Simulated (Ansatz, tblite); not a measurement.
**Si10H16 off sphere (AlH16PSi8): one state, many levels**

The task here is to estimate one member of a computed series from the others.

Computed with Ansatz 0.2.0, Gaussian basis. Level: as each input shows.

The runs, in order: GFN1-xTB, GFN2-xTB, PBE-D4/def2-TZVP, r2SCAN-D4/def2-TZVP, PBE-QIDH/def2-TZVP, revPBE-D4/def2-TZVP, B2PLYP/def2-TZVP, PBE+5HF/def2-SVP, PBE+10HF/def2-SVP, PBE+15HF/def2-SVP, PBE+35HF/def2-SVP, PBE+50HF/def2-SVP, PBE-D4/def2-SVP, PBE0-D4/def2-SVP, HF/6-31G, B3LYP-D4/6-31G, CCSD(T)/def2-TZVP, RPA/def2-TZVP.

## The relaxed structure

The geometry is that of the singlet, from an earlier relaxation (PBE-D4/def2-SVP).

26 atoms, charge 0, spin multiplicity 1.

Bond lengths: Si1–Al7 2.488 Å, Si1–Si8 2.358 Å, Si1–H11 1.516 Å, Si1–H12 1.517 Å, Si2–Al7 2.479 Å, Si2–Si9 2.360 Å, Si2–H13 1.515 Å, Si2–H14 1.515 Å, Si3–Al7 2.488 Å, Si3–Si10 2.358 Å, Si3–H15 1.517 Å, Si3–H16 1.516 Å, P4–Si8 2.311 Å, P4–Si10 2.311 Å, P4–H17 1.429 Å, P4–H18 1.430 Å, Si5–Si9 2.354 Å, Si5–Si10 2.358 Å and more. Angles: Al7–Si1–Si8 111.3°, Al7–Si1–H11 117.4°, Al7–Si1–H12 119.5°, Si8–Si1–H11 98.9°, Si8–Si1–H12 101.6°, H11–Si1–H12 105.2°, Al7–Si2–Si9 114.0°, Al7–Si2–H13 115.1°, Al7–Si2–H14 115.1°, Si9–Si2–H13 102.8°, Si9–Si2–H14 102.8°, H13–Si2–H14 105.5°, Al7–Si3–Si10 111.3°, Al7–Si3–H15 119.4°, Al7–Si3–H16 117.4°, Si10–Si3–H15 101.6°, Si10–Si3–H16 98.9°, H15–Si3–H16 105.2° and more.

PBE0-D4/def2-TZVP was run before; its log isn't repeated, and its numbers join the tables.

Set-up of the first run:

Tight binding, by tblite at 300 K electronic temperature and without a spin-polarisation term:

```python
tblite.interface.Calculator('GFN1-xTB', numbers, positions, charge=0, uhf=0).singlepoint()
```

Tight binding, by tblite at 300 K electronic temperature and without a spin-polarisation term:

```python
tblite.interface.Calculator('GFN2-xTB', numbers, positions, charge=0, uhf=0).singlepoint()
```

start.molden holds the orbitals of an earlier run on this state, given as this run's starting guess.

Contents of in.yaml:

```yaml
crystal:
  periodic: [false, false, false]
  atoms:
    - {symbol: Si, position_ang: [-0.053157, -2.837020, 0.009393]}
    - {symbol: Si, position_ang: [-0.017347, -0.020250, -2.792614]}
    - {symbol: Si, position_ang: [-2.837207, -0.063662, 0.007552]}
    - {symbol: P, position_ang: [-0.013548, -0.011648, 2.412309]}
    - {symbol: Si, position_ang: [0.067073, 2.707299, -0.005156]}
    - {symbol: Si, position_ang: [2.706911, 0.077702, -0.002849]}
    - {symbol: Al, position_ang: [-1.518135, -1.524535, -1.515000]}
    - {symbol: Si, position_ang: [1.383973, -1.429254, 1.238696]}
    - {symbol: Si, position_ang: [1.346796, 1.350927, -1.441101]}
    - {symbol: Si, position_ang: [-1.435480, 1.379572, 1.236475]}
    - {symbol: H, position_ang: [0.988123, -3.736242, -0.627809]}
    - {symbol: H, position_ang: [-0.679347, -3.671484, 1.110207]}
    - {symbol: H, position_ang: [0.989619, -0.720752, -3.682297]}
    - {symbol: H, position_ang: [-0.719677, 0.982725, -3.685349]}
    - {symbol: H, position_ang: [-3.669493, -0.692696, 1.108391]}
    - {symbol: H, position_ang: [-3.740438, 0.973595, -0.630523]}
    - {symbol: H, position_ang: [-0.798986, -0.799493, 3.309804]}
    - {symbol: H, position_ang: [0.750522, 0.755850, 3.345732]}
    - {symbol: H, position_ang: [-0.797421, 3.679776, -0.767528]}
    - {symbol: H, position_ang: [0.918408, 3.494497, 0.962912]}
    - {symbol: H, position_ang: [3.683261, -0.783601, -0.763877]}
    - {symbol: H, position_ang: [3.490106, 0.932677, 0.965258]}
    - {symbol: H, position_ang: [-2.462658, -2.473344, -2.410532]}
    - {symbol: H, position_ang: [2.157283, -2.005378, 2.404274]}
    - {symbol: H, position_ang: [2.276023, 2.283114, -2.187463]}
    - {symbol: H, position_ang: [-2.015204, 2.151635, 2.401095]}
basis:
  gaussian: {orbitals: def2-TZVP, fitting: {mean_field: def2-universal-jkfit}, initial_orbitals: start.molden}
hamiltonian: {xc: pbe, dispersion: d4}
scf: {omitted_lower_state_checks: [starts]}
output: {forces: true, orbitals: {seedname: orbitals}}
```

Started as:

```bash
> ansatz run in.yaml --threads 2 --pin off --events-out ev --progress --plain --max-ram 32768MiB --backend cuda --devices 0, --max-vram 18GiB
```

Steps of the session up to this table: PBE-D4/def2-TZVP; r2SCAN-D4/def2-TZVP; PBE-QIDH/def2-TZVP; revPBE-D4/def2-TZVP; B2PLYP/def2-TZVP; PBE+5HF/def2-SVP; PBE+10HF/def2-SVP; PBE+15HF/def2-SVP; PBE+35HF/def2-SVP; PBE+50HF/def2-SVP; PBE-D4/def2-SVP; PBE0-D4/def2-SVP; HF/6-31G; B3LYP-D4/6-31G; CCSD(T)/def2-TZVP; RPA/def2-TZVP.

One of the session's tables, all rows but one given; the rest of the session is left out.

```
             method  binding an atom (eV)
           HF/6-31G                 1.877
       HF/def2-TZVP                 2.253
    PBE-D4/def2-SVP                 3.057
   PBE-D4/def2-TZVP                 3.058
revPBE-D4/def2-TZVP                 3.022
r2SCAN-D4/def2-TZVP                 3.077
     B3LYP-D4/6-31G                 2.801
   PBE0-D4/def2-SVP                 3.050
  PBE0-D4/def2-TZVP                 3.056
      MP2/def2-TZVP                 2.888
     CCSD/def2-TZVP                 2.878
  CCSD(T)/def2-TZVP                     ?
```

Estimate the missing values for CCSD(T)/def2-TZVP.

As computed: binding an atom (eV): 2.921. In the column «binding an atom (eV)» it lies between MP2/def2-TZVP (2.888) and revPBE-D4/def2-TZVP (3.022).

Some runs used a GPU and others CPU threads alone, so the times don't compare the methods' cost.

To keep in mind: Free atoms were run apart at each level; binding is atoms less cluster, divided by the number of atoms, without zero-point or spin-orbit terms. CCSD(T)/def2-TZVP isn't at the basis-set limit; small misses against it rank nothing.
